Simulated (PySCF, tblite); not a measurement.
# C8H15P: geometry, infrared bands and NMR shifts

What infrared bands and NMR shifts should C8H15P (`CC#CPCC(C)(C)C`) show?

Programs: tblite 0.8.0 and PySCF 2.14.0, with density-fitted response routines of our own. Each step states its level of theory. These are calculated values for one molecule in the gas phase, unless marked as measured. Atoms count from 0, in the outputs and in this text.

## Step 1: The starting structure

24 atoms, charge 0, multiplicity 1; geometry from: force field or distance geometry start.

Bonds of the start (Å): C0–C1 1.47, C1–C2 1.19, C2–P3 1.83, P3–C4 1.84, C4–C5 1.55, C5–C6 1.54, C5–C7 1.54, C5–C8 1.54, C0–H9 1.08, C0–H10 1.10, C0–H11 1.09, P3–H12 1.40, C4–H13 1.11, C4–H14 1.10, C6–H15 1.10, C6–H16 1.10, C6–H17 1.09, C7–H18 1.09, C7–H19 1.10, C7–H20 1.09, C8–H21 1.10, C8–H22 1.11, C8–H23 1.09.

## Step 2: Geometry optimisation with GFN2-xTB

What the job is given:

```
{"job": {"kind": "relax", "xc": "GFN2-xTB", "basis": "xTB"}, "charge": 0, "multiplicity": 1}
C      4.944900     0.536000    -0.762800
C      3.648100    -0.017200    -0.350900
C      2.610600    -0.487000     0.010200
P      0.996200    -1.182100     0.530100
C     -0.109500     0.229100     0.105500
C     -1.638600    -0.008100     0.234600
C     -2.126900    -1.126600    -0.697600
C     -2.027400    -0.325100     1.693000
C     -2.343500     1.295500    -0.172100
H      5.411100    -0.103600    -1.503500
H      4.798600     1.529100    -1.205100
H      5.612900     0.632700     0.091200
H      0.724000    -1.986800    -0.587900
H      0.121600     0.522400    -0.938100
H      0.179400     1.085400     0.736000
H     -1.740100    -2.108000    -0.386500
H     -3.220200    -1.199100    -0.672100
H     -1.827200    -0.949500    -1.730800
H     -1.671800     0.443800     2.384600
H     -3.118500    -0.379700     1.799700
H     -1.637500    -1.287500     2.024100
H     -3.438200     1.201100    -0.094500
H     -2.040100     2.141900     0.481300
H     -2.119700     1.563200    -1.209400
```

The run is started by

```bash
> OMP_NUM_THREADS=1 python probes_run.py task.json out
```

The driver reads the jobs from task.json and runs them one after another.

**Question.** This job is followed by: GFN2-xTB harmonic vibrations, gas phase; GIAO PBE0/pcSseg-1 NMR shielding, non-relativistic, gas phase. Predict these results of the whole session: strongest single infrared mode (GFN2-xTB); zero-point energy (GFN2-xTB); ¹³C shifts against TMS (PBE0/pcSseg-1, means over atoms taken as alike); ¹H shifts against TMS (PBE0/pcSseg-1, means over atoms taken as alike); ³¹P shifts against H3PO4 (PBE0/pcSseg-1).

The runs gave:

| quantity | value |
| --- | --- |
| strongest single infrared mode (GFN2-xTB) | 2198 cm⁻¹, 227 km/mol |
| zero-point energy (GFN2-xTB) | 127.8 kcal/mol |
| ¹³C shifts against TMS (PBE0/pcSseg-1, means over atoms taken as alike) | 108.4, 80.0, 44.1, 32.0, 31.7, 6.2 ppm |
| ¹H shifts against TMS (PBE0/pcSseg-1, means over atoms taken as alike) | 4.14, 2.10, 1.98, 1.01 ppm |
| ³¹P shifts against H3PO4 (PBE0/pcSseg-1) | -146.3 ppm |

In words: Relaxing lowered the energy by 0.207 eV in 105 steps; the close pair that moved most is C2–P3, from 1.833 to 1.763 Å. The lowest mode is imaginary (27i cm⁻¹), so the xTB geometry is not a minimum. The strongest single mode, at 2198 cm⁻¹, moves mainly H12. Unscaled tight-binding wavenumbers are off by several per cent, some by more. Its intensities can rank the bands wrongly.
